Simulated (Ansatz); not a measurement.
# Mg: the cost of one run

Program: Ansatz 0.2.0. Level of theory: DFT PBE with spin–orbit coupling, plane waves, PAW (the target; the first runs use scalar-relativistic PBE). These are calculated values, not measurements.

## (1) The structure to begin with

It takes space group P6_3/mmc (No. 194, hexagonal). Conventional cell: a = 3.210 Å, b = 3.210 Å, c = 5.213 Å, α = 90.00°, β = 90.00°, γ = 120.00°. Mg (site symmetry -6m2) is surrounded by 12 Mg at 3.20 to 3.21 Å.

As a file:

```xyz
2
Lattice="3.2100 0.0000 0.0000 -1.6050 2.7799 0.0000 0.0000 0.0000 5.2130" Properties=species:S:1:pos:R:3 pbc="T T T"
Mg    0.0000    1.8533    3.9098
Mg    1.6050    0.9266    1.3033
```

## (2) Relaxing cell and atoms (PBE, 8×8×4 mesh)

The input, input.yaml:

```yaml
crystal:
  lattice:
    - [3.21, 0.0, 0.0]
    - [-1.605, 2.7799415461, 0.0]
    - [0.0, 0.0, 5.21304]
  atoms:
    - { symbol: Mg, position: [0.3333333333, 0.6666666667, 0.75] }
    - { symbol: Mg, position: [0.6666666667, 0.3333333333, 0.25] }
basis:
  ecutwfc: 420
  ecutrho_ratio: 4
kpoints:
  mp_grid: { grid: [8, 8, 4] }
hamiltonian:
  xc: pbe
scf:
  occupations: { method: gaussian, width: 0.05 }
output:
  forces: true
  stress: true
  eigenvalues: true
relax:
  f_tol: 0.03
  max_steps: 60
  cell: { stress_tol: 0.3 }
```

Q: Estimate wall time and peak memory on 4 threads of an Arm CPU, shared host.

About 1 s, with a peak of 0.29 GiB.
